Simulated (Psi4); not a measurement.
**B2PLYP/cc-pVTZ (density fitting for correlation) run of GaH3S (SMILES [SH][GaH2])**

Aim: the vertical singlet–triplet gap of GaH3S at B2PLYP/cc-pVTZ (density fitting for correlation), from 2 runs. 

Program for the calculation: Psi4 1.11.

2 further runs of the same task are left out: 2 set aside as unsound or not needed.

**1. Starting point**

The species is GaH3S (5 atoms), meant as a singlet with charge 0. SMILES: `[SH][GaH2]`. The shape is that of a PBE0-D4/def2-TZVP optimisation.

Bond lengths: S1–Ga2 2.199 Å, S1–H3 1.343 Å, Ga2–H4 1.559 Å, Ga2–H5 1.560 Å. Angles: S1–Ga2–H4 115.2°, S1–Ga2–H5 118.1°, Ga2–S1–H3 95.0°, H4–Ga2–H5 126.7°.

**2. A single-point energy at B2PLYP/cc-pVTZ (density fitting for correlation)**

File gah3s.json:

```json
{
  "schema_name": "qcschema_input",
  "schema_version": 1,
  "molecule": {
    "schema_name": "qcschema_molecule",
    "schema_version": 2,
    "symbols": ["S", "Ga", "H", "H", "H"],
    "geometry": [0.07369932, -2.74633898, 1.29332856, -0.62228681, 0.81862936, -0.724521, 2.38823588, -2.09457244, 2.10383209, -3.23369934, 1.00627916, -2.07473031, 1.48815932, 2.87691905, -0.67614401],
    "molecular_charge": 0,
    "molecular_multiplicity": 1,
    "fix_symmetry": "c1",
    "fix_com": true,
    "fix_orientation": true
  },
  "driver": "energy",
  "model": {
    "method": "b2plyp",
    "basis": "cc-pVTZ"
  },
  "keywords": {
    "puream": true,
    "e_convergence": 1e-09,
    "d_convergence": 1e-08,
    "scf_type": "pk",
    "dft_radial_points": 99,
    "dft_spherical_points": 590,
    "num_frozen_docc": 14
  }
}
```

Launch:

```
$ psi4 --qcschema gah3s.json -n 1 --memory 1600MB
```

stdout:

```text
[...]
  Running in c1 symmetry.
[...]
  Nuclear repulsion =  158.606457537656638
[...]
  Multiplicity = 1
[...]
  Nalpha       = 25
  Nbeta        = 25
[...]
    Number of basis functions: 119
[...]
   @RKS iter   1: -2322.72140442564705   -2.26921e+00   1.81778e-02 ADIIS/DIIS
[...]
   @RKS iter  13: -2324.29130695400090   -4.54747e-12   1.31281e-09 DIIS
[...]
    Orbital Energies [Eh]
    ---------------------
    Doubly Occupied:
       1A   -375.198060     2A    -90.166351     3A    -46.873653
       4A    -41.449859     5A    -41.446721     6A    -41.445994
       7A     -8.357558     8A     -6.203882     9A     -6.201370
      10A     -6.199735    11A     -5.886889    12A     -4.094927
      13A     -4.087332    14A     -4.085226    15A     -1.007502
      16A     -1.003348    17A     -1.000416    18A     -0.998894
      19A     -0.997165    20A     -0.815293    21A     -0.520427
      22A     -0.455730    23A     -0.370814    24A     -0.350487
      25A     -0.318671
[...]
  @RKS Final Energy: -2324.29130695400090
   => Energetics <=
    Nuclear Repulsion Energy =            158.6064575376566381
    One-Electron Energy =               -3552.4083088393817889
    Two-Electron Energy =                1118.0077953338297903
    DFT Exchange-Correlation Energy =     -48.4972509861056125
    Empirical Dispersion Energy =           0.0000000000000000
    VV10 Nonlocal Energy =                  0.0000000000000000
    Total Energy =                      -2324.2913069540009019
[...]
 Multipole Moments:
 ------------------------------------------------------------------------------------
     Multipole            Electronic (a.u.)      Nuclear  (a.u.)        Total (a.u.)
 ------------------------------------------------------------------------------------
 L = 1.  Multiply by 2.5417464519 to convert [e a0] to [Debye]
 Dipole X            :         17.6839137          -17.4690061            0.2149075
 Dipole Y            :         17.2013682          -16.7752878            0.4260804
 Dipole Z            :          2.3168364           -2.4139363           -0.0970999
 Magnitude           :                                                    0.4869889
[...]
```

The result, in JSON:

```text
{
 "driver": "energy",
 "model": {
  "method": "b2plyp",
  "basis": "cc-pVTZ"
 },
 "success": true,
 "return_result": -2324.4078052788545,
 "properties": {
  "calcinfo_nbasis": 119,
  "calcinfo_nmo": 119,
  "calcinfo_nalpha": 25,
  "calcinfo_nbeta": 25,
  "calcinfo_natom": 5,
  "nuclear_repulsion_energy": 158.60645753765664,
  "return_energy": -2324.4078052788545,
  "scf_one_electron_energy": -3552.408308839382,
  "scf_two_electron_energy": 1118.0077953338298,
  "scf_xc_energy": -48.49725098610561,
  "scf_dipole_moment": [0.21490752825812365, 0.42608043645709515, -0.09709985088098882],
  "scf_total_energy": -2324.291306954001,
  "scf_iterations": 13
 }
}
```

It took 40 s on 1 thread of Intel Xeon 6975P-C (Granite Rapids), shared host; peak memory 1.5 GiB.

**3. The triplet**

File job.in:

```
memory 1600 MB

molecule molecule1 {
  0 3
  S
  Ga 1 2.198801
  H 1 1.342776 2 95.02128
  H 2 1.558852 1 115.19674 3 179.99398
  H 2 1.56021 4 126.69807 1 179.9922
  symmetry c1
  no_reorient
  no_com
}

set basis cc-pVTZ
set reference uks
set puream true
set e_convergence 1e-09
set d_convergence 1e-08
set scf_type pk
set dft_radial_points 99
set dft_spherical_points 590
set num_frozen_docc 14
set maxiter 200

energy('b2plyp')
print_variables()
```

Launch:

```
$ psi4 job.in job.out -n 1
```

job.out:

```text
[...]
  Running in c1 symmetry.
[...]
  Nuclear repulsion =  158.606425421720729
[...]
  Multiplicity = 3
[...]
  Nalpha       = 26
  Nbeta        = 24
[...]
    Number of basis functions: 119
[...]
   @UKS iter   1: -2322.50323078521296   -2.05104e+00   1.82745e-02 DIIS/ADIIS
[...]
   @UKS iter  14: -2324.12039817501318   -5.00222e-12   5.00465e-09 DIIS
[...]
   @S^2 Observed:                2.014721681E+00
[...]
    Orbital Energies [Eh]
    ---------------------
    Alpha Occupied:
       1A   -375.155116     2A    -90.301548     3A    -46.831879
       4A    -41.407632     5A    -41.406036     6A    -41.404102
       7A     -8.490397     8A     -6.347345     9A     -6.332952
      10A     -6.329187    11A     -5.844247    12A     -4.048870
      13A     -4.048610    14A     -4.042479    15A     -0.981037
      16A     -0.960668    17A     -0.958247    18A     -0.955841
      19A     -0.953593    20A     -0.929151    21A     -0.572058
      22A     -0.516675    23A     -0.476573    24A     -0.398918
      25A     -0.335823    26A     -0.142268
    Alpha Virtual:
[...]
  @UKS Final Energy: -2324.12039817501318
   => Energetics <=
    Nuclear Repulsion Energy =            158.6064254217207292
    One-Electron Energy =               -3551.6225692872831132
    Two-Electron Energy =                1117.3626007449970530
    DFT Exchange-Correlation Energy =     -48.4668550544478336
    Empirical Dispersion Energy =           0.0000000000000000
    VV10 Nonlocal Energy =                  0.0000000000000000
    Total Energy =                      -2324.1203981750131788
[...]
 Multipole Moments:
 ------------------------------------------------------------------------------------
     Multipole            Electronic (a.u.)      Nuclear  (a.u.)        Total (a.u.)
 ------------------------------------------------------------------------------------
 L = 1.  Multiply by 2.5417464519 to convert [e a0] to [Debye]
 Dipole X            :          0.0000452           -0.0001693           -0.0001240
 Dipole Y            :         -0.8523951            1.2686612            0.4162662
 Dipole Z            :          1.4975892           -3.4575863           -1.9599971
 Magnitude           :                                                    2.0037131
[...]
```

Run time: 45 s. Hardware: 1 thread of Intel Xeon 6975P-C (Granite Rapids), shared host; peak memory 1.5 GiB.

**4. What came out**

Level: B2PLYP/cc-pVTZ (density fitting for correlation), 14 core orbitals frozen.

| quantity | value |
| --- | --- |
| singlet: total energy | -2324.40781 Eh |
| singlet: HOMO energy (SCF part's orbitals) | -8.67 eV |
| singlet: LUMO energy (SCF part's orbitals) | -0.51 eV |
| singlet: HOMO–LUMO gap (SCF part's orbitals) | 8.16 eV |
| triplet: total energy | -2324.22904 Eh |
| triplet: HOMO energy (SCF part's orbitals) (highest over α and β) | -3.87 eV |
| triplet: ⟨S²⟩ | 2.015 |
| vertical energy of the triplet above the singlet | 4.864 eV |

What this shows: At this shape the triplet lies 4.86 eV (112 kcal/mol) above the singlet.
